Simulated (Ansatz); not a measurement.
Predict the output of the script below (Ansatz 0.2.0, Python API).

The script, `defect.py`:
```python
# -*- coding: utf-8 -*-
import ansatz as az
import numpy as np

vectors = np.array([
    [0.0, 2.71356, 2.71356],
    [2.71356, 0.0, 2.71356],
    [2.71356, 2.71356, 0.0],
])
xtal = (
    az.Lattice.of(vectors)
    .atom("Si", (0.75, 0.75, 0.75))
    .atom("Si", (0.5, 0.5, 0.5))
)
host = xtal.supercell(2, 2, 2)
defective = host.substitution("P", at=(0.5, 0.5, 0.5), replaces="Si")

def with_settings(structure):
    return (
        structure.calculation()
        .functional(az.Functional.R2SCAN)
        .basis(45 * az.Ry)
        .kpoints(2)
        .occupations("gaussian", width=0.02)
        .band_table()
    )


perfect = with_settings(host).run(threads=1, pin="off").report
base = with_settings(defective).forces()
done = base.run(threads=1, pin="off")
rep = done.report

n_host, n_defect = len(perfect["lattice"]["sites"]), len(rep["lattice"]["sites"])
print(f"perfect cell: {n_host} atoms, F = {perfect['free_energy_ev']:.4f} eV")
print(f"defect cell:  {n_defect} atoms, F = {rep['free_energy_ev']:.4f} eV")
print(f"difference {rep['free_energy_ev'] - perfect['free_energy_ev']:.4f} eV (no chemical potentials)")

for site in done.lattice.sites:
    print(f"{site.symbol:2s}", " ".join(f"{v:8.4f}" for v in site.position_ang))

pull = np.linalg.norm(rep["forces_ev_ang"], axis=1)
for atom in np.argsort(-pull)[:5]:
    print(f"force on {done.lattice.sites[atom].symbol}{atom}: {pull[atom]:.3f} eV/A")
```

`python defect.py` gives:
```text
perfect cell: 16 atoms, F = -10223.6209 eV
defect cell:  16 atoms, F = -10343.5895 eV
difference -119.9686 eV (no chemical potentials)
Si   4.0703   4.0703   4.0703
P    2.7136   2.7136   2.7136
Si   6.7839   6.7839   4.0703
Si   5.4271   5.4271   2.7136
Si   6.7839   4.0703   6.7839
Si   5.4271   2.7136   5.4271
Si   9.4975   6.7839   6.7839
Si   8.1407   5.4271   5.4271
Si   4.0703   6.7839   6.7839
Si   2.7136   5.4271   5.4271
Si   6.7839   9.4975   6.7839
Si   5.4271   8.1407   5.4271
Si   6.7839   6.7839   9.4975
Si   5.4271   5.4271   8.1407
Si   9.4975   9.4975   9.4975
Si   8.1407   8.1407   8.1407
force on Si7: 0.361 eV/A
force on Si13: 0.361 eV/A
force on Si5: 0.361 eV/A
force on Si3: 0.361 eV/A
force on Si11: 0.361 eV/A
```

What to keep in mind:
- Total energies depend on the potentials; only differences at equal settings carry meaning. A total without «per atom» is that of the cell as typed.
- Extra carriers fill band states at a few k-points, so forces and energy hang on the mesh.
- Of the deposited cell: the entry's cell lengths or inner coordinates differ somewhat from later room-temperature determinations.
- The atoms stand at ideal sites; relaxing them can change energy and levels by an eV or more.
- The difference holds no chemical potentials.
- The supercell is small, so the defect meets its images and the energies aren't those of an isolated defect; a partly filled defect level may also lower its energy by spin or distortion. For a charged cell the difference holds no correction, alignment or term for the electrons' reservoir.
- Processor time in the engine: 16 s on 1 thread of Intel(R) Xeon(R) Processor @ 2.30GHz, on a shared host, peak memory 1.9 GiB.
